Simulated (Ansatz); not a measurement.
# C4H4Cl2F6O2Si: basis-set convergence

One table from this session's results is given with a row withheld; the runs are named, their logs left out.

The runs use Ansatz 0.2.0, Gaussian basis; one geometry, several basis sets.

Levels to be run: PBE0-D4/def2-SVP; ωB97M-V/def2-SVP; PBE0-D4/def2-QZVPP; ωB97M-V/def2-QZVPP; the functionals' def2-TZVPP values are taken from earlier runs.

## The geometry

The geometry comes from an earlier relaxation with PBE0-D4 in a triple-zeta def2 set; it is a stationary point, not always the lowest conformer.

SMILES `FC(F)(F)CO[Si](Cl)(Cl)OCC(F)(F)F`, 19 atoms, charge 0, spin multiplicity 1.

Atoms are counted from 1 here; the program's logs count them from 0.

Bond lengths: F1–C2 1.336 Å, C2–F3 1.338 Å, C2–F4 1.332 Å, C2–C5 1.514 Å, C5–O6 1.402 Å, C5–H16 1.093 Å, C5–H17 1.094 Å, O6–Si7 1.622 Å, Si7–Cl8 2.020 Å, Si7–Cl9 2.020 Å, Si7–O10 1.622 Å, O10–C11 1.402 Å, C11–C12 1.514 Å, C11–H18 1.094 Å, C11–H19 1.093 Å, C12–F13 1.338 Å, C12–F14 1.336 Å, C12–F15 1.332 Å. Angles: F1–C2–F3 107.9°, F1–C2–F4 108.1°, F1–C2–C5 109.5°, F3–C2–F4 107.5°, F3–C2–C5 111.6°, F4–C2–C5 112.0°, C2–C5–O6 108.7°, C2–C5–H16 108.0°, C2–C5–H17 107.5°, O6–C5–H16 110.5°, O6–C5–H17 112.9°, H16–C5–H17 109.1°, C5–O6–Si7 125.8°, O6–Si7–Cl8 105.4°, O6–Si7–Cl9 111.5°, O6–Si7–O10 111.9°, Cl8–Si7–Cl9 111.4°, Cl8–Si7–O10 111.5° and more.

The first run:

File in.yaml:

```yaml
crystal:
  periodic: [false, false, false]
  atoms:
    - {symbol: F, position_ang: [0.073145, 2.307683, 2.581348]}
    - {symbol: C, position_ang: [-0.650605, 1.308516, 2.068237]}
    - {symbol: F, position_ang: [0.025370, 0.169875, 2.260207]}
    - {symbol: F, position_ang: [-1.786007, 1.222482, 2.758977]}
    - {symbol: C, position_ang: [-0.898616, 1.568092, 0.597697]}
    - {symbol: O, position_ang: [-1.653562, 0.508564, 0.074554]}
    - {symbol: Si, position_ang: [-1.434396, -0.188415, -1.373552]}
    - {symbol: Cl, position_ang: [-2.754638, -1.716020, -1.437469]}
    - {symbol: Cl, position_ang: [-1.749251, 1.119720, -2.880301]}
    - {symbol: O, position_ang: [0.089046, -0.710441, -1.568894]}
    - {symbol: C, position_ang: [0.772649, -1.584122, -0.711099]}
    - {symbol: C, position_ang: [2.200926, -1.104145, -0.566145]}
    - {symbol: F, position_ang: [2.256168, 0.128047, -0.047405]}
    - {symbol: F, position_ang: [2.866113, -1.924672, 0.252126]}
    - {symbol: F, position_ang: [2.839907, -1.076760, -1.734259]}
    - {symbol: H, position_ang: [-1.447691, 2.508916, 0.509258]}
    - {symbol: H, position_ang: [0.076867, 1.675031, 0.113992]}
    - {symbol: H, position_ang: [0.336310, -1.624466, 0.291381]}
    - {symbol: H, position_ang: [0.796665, -2.592283, -1.132355]}
basis:
  gaussian: {orbitals: def2-SVP}
hamiltonian: {xc: pbe0, dispersion: d4}
output: {orbitals: {seedname: orbitals}}
```

Launch:

```console
> ansatz run in.yaml --threads 11 --pin off --events-out ev --progress --plain --max-ram 174080MiB --backend cpu
```

Among the steps run: PBE0-D4 in def2-SVP; ωB97M-V in def2-SVP; PBE0-D4 in def2-QZVPP; ωB97M-V in def2-QZVPP.

One of the session's tables, all rows but one given; the rest of the session is left out.

```
functional       basis  HOMO (eV)  LUMO (eV)
   PBE0-D4    def2-SVP      -9.35       0.60
   PBE0-D4  def2-TZVPP      -9.44       0.19
   PBE0-D4  def2-QZVPP      -9.48      -0.05
   ωB97M-V    def2-SVP          ?          ?
   ωB97M-V  def2-TZVPP     -11.79       2.11
   ωB97M-V  def2-QZVPP     -11.84       1.47
```

Estimate the missing values for ωB97M-V, def2-SVP.

As computed: HOMO (eV): -11.64; LUMO (eV): 2.67. In the column «HOMO (eV)» it lies between ωB97M-V, def2-TZVPP (-11.79) and PBE0-D4, def2-QZVPP (-9.48).
